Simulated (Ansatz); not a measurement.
# CH5NOSi: a ladder of functionals and wavefunction methods

How much do the methods differ for CH5NOSi? The plan is to run it at one geometry with functionals of several rungs and with coupled cluster. The yardstick is the atomisation energy at the CCSD(T) limit.

Computed with Ansatz 0.2.0, Gaussian basis. Level: functionals in def2-TZVPP, the program's frozen cores in correlated methods.

Plan: LDA (SPW92), PBE-D4, revPBE-D4, BLYP-D4, r2SCAN-D4, B97M-V, PBE0-D4, B3LYP-D4, r2SCANh-D4, r2SCAN0-D4, HSE06-D4, BHLYP-D4, CAM-B3LYP-D4, LC-ωPBE, ωB97X-V, ωB97M-V, B2PLYP, PBE-QIDH; CCSD(T)/def2-SVP; CCSD(T)/def2-TZVPP; MP2/def2-QZVPP; extrapolation to the limit; RPA on PBE.

## 1. Structure used throughout

The geometry comes from an earlier relaxation with PBE0-D4 in a triple-zeta def2 set; it is a stationary point, not always the lowest conformer.

SMILES `NC(=O)[SiH3]`, 9 atoms, charge 0, spin multiplicity 1.

Atoms are counted from 1 here; the program's logs count them from 0.

Bond lengths: N1–C2 1.354 Å, N1–H5 1.009 Å, N1–H6 1.003 Å, C2–O3 1.216 Å, C2–Si4 1.923 Å, Si4–H7 1.482 Å, Si4–H8 1.482 Å, Si4–H9 1.491 Å. Angles: C2–N1–H5 119.1°, C2–N1–H6 121.7°, H5–N1–H6 119.2°, N1–C2–O3 122.8°, N1–C2–Si4 118.7°, O3–C2–Si4 118.4°, C2–Si4–H7 107.6°, C2–Si4–H8 107.6°, C2–Si4–H9 111.8°, H7–Si4–H8 110.6°, H7–Si4–H9 109.6°, H8–Si4–H9 109.6°.

## 2. LDA

This LDA is Slater exchange with PW92 correlation.

in.yaml

```yaml
crystal:
  periodic: [false, false, false]
  atoms:
    - {symbol: N, position_ang: [0.483971, 1.354198, -0.601831]}
    - {symbol: C, position_ang: [0.585206, 0.006759, -0.516023]}
    - {symbol: O, position_ang: [1.396400, -0.635363, -1.154985]}
    - {symbol: Si, position_ang: [-0.603148, -0.935918, 0.665837]}
    - {symbol: H, position_ang: [1.104547, 1.853844, -1.220421]}
    - {symbol: H, position_ang: [-0.191665, 1.868123, -0.066665]}
    - {symbol: H, position_ang: [-1.384475, -1.892342, -0.152638]}
    - {symbol: H, position_ang: [0.228835, -1.657705, 1.656762]}
    - {symbol: H, position_ang: [-1.531073, -0.007896, 1.372763]}
basis:
  gaussian: {orbitals: def2-TZVPP}
hamiltonian: {xc: lda}
output: {orbitals: {seedname: orbitals}}
```

Command:

```sh
$ ansatz run in.yaml --threads 2 --pin off --events-out ev --progress --plain --max-ram 4352MiB
```

Further steps of the session: PBE-D4 (GGA); revPBE-D4 (GGA); BLYP-D4 (GGA); r2SCAN-D4 (meta-GGA); B97M-V (meta-GGA); B3LYP-D4 (hybrid); r2SCANh-D4 (hybrid); r2SCAN0-D4 (hybrid); HSE06-D4 (hybrid); BHLYP-D4 (hybrid); CAM-B3LYP-D4 (range-separated); LC-ωPBE (range-separated); ωB97X-V (range-separated); ωB97M-V (range-separated); B2PLYP (double hybrid); PBE-QIDH (double hybrid); CCSD(T) in def2-SVP; CCSD(T) in def2-TZVPP; MP2 in def2-QZVPP; RPA on PBE orbitals.

Before running them: what should the planned runs give, taken together? Wanted: atomisation energy, CCSD(T)/CBS; farthest beyond LDA; mean size of error, GGA; mean size of error, meta-GGA; mean size of error, hybrid; mean size of error, range-separated; mean size of error, double hybrid; gap, smallest and largest; T1 diagnostic.

As calculated:

```
                               quantity                                                     value
        atomisation energy, CCSD(T)/CBS                                            773.6 kcal/mol
functionals within 3.9 kcal/mol (0.5 %)  revPBE-D4, r2SCAN-D4, B97M-V, PBE0-D4, HSE06-D4, LC-ωPBE
                    farthest beyond LDA                                 BHLYP-D4 (-26.4 kcal/mol)
                mean size of error, GGA                                             10.7 kcal/mol
           mean size of error, meta-GGA                                              2.0 kcal/mol
             mean size of error, hybrid                                              8.8 kcal/mol
    mean size of error, range-separated                                              4.9 kcal/mol
      mean size of error, double hybrid                                              8.0 kcal/mol
              gap, smallest and largest                 4.27 eV (LDA (SPW92)), 11.86 eV (LC-ωPBE)
                          T1 diagnostic                                                    0.0163
triples share of the correlation energy                                                     4.0 %
```

What this shows: The LDA atomisation energy is off by 123.7 kcal/mol (16 %): it overbinds. PBE-D4 misses by +21.6 kcal/mol. Double hybrids carry the basis error of their MP2 part in triple zeta, and no dispersion term here, so their miss is partly the set-up's. By mean error the best rung here is meta-GGA (2.0 kcal/mol) and the worst beyond LDA is GGA (10.7 kcal/mol). Misses under about 3.9 kcal/mol are within the doubt on the reference itself, which lacks core-valence correlation, relativity and higher excitations. Hartree-Fock recovers 69 % of the binding; the rest is correlation. CCSD(T) in def2-SVP is off by -50.3 kcal/mol, so the small basis spoils what the method gains. The gap grows from 4.3 to 11.9 eV across the functionals, mostly with the share of exact exchange.
